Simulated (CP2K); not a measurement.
Runs of CP2K 2026.2 on WS. It takes space group Pm-3m (No. 221, cubic). Conventional cell: a = 3.008 Å, b = 3.008 Å, c = 3.008 Å, α = 90.00°, β = 90.00°, γ = 90.00°. W (site symmetry m-3m) is surrounded by 8 S at 2.60 Å. S (site symmetry m-3m) is surrounded by 8 W at 2.60 Å. The cell was built by a generator and needn't be a form met in nature.

| level | cutoff radius of the dispersion sum (A) | gap on the mesh (eV) | pressure (GPa) | relaxed volume (Å³/atom) |
| --- | --- | --- | --- | --- |
| revPBE+D3(BJ)+ATM | 20 | none | 0.0 | 12.91 |
| revPBE+D4 | 20 | none | 0.0 | 12.99 |
| revPBE | - | none | 0.0 | 13.65 |
| revPBE+D3(BJ) | 20 | none | 0.0 | (b) |
| revPBE+D3 | 20 | none | 0.0 | (a) |

Alike in all rows: task relaxation of cell and atoms; potentials or basis POTENTIAL_UZH W GTH-PBE-q14, S GTH-PBE-q6; DZVP-MOLOPT-PBE-GTH basis; no spin polarisation; cell relaxed; k mesh 7 × 7 × 7; smearing fermi-dirac 0.05 eV.

Estimate the missing entries.

(a) 13.06; (b) 12.84.

Caveats: the potentials were made for another functional, which shifts forces and pressure; the basis of atomic orbitals isn't converged, which shifts pressures, moduli and gaps; pairwise dispersion overbinds metals, which lowers pressure and volume (some runs).

A k mesh can miss the band edges, and the runs leave out spin-orbit coupling on W.

A gap of «none» marks a metal or a gap under the smearing width.

Not every run made on this cell is shown here.
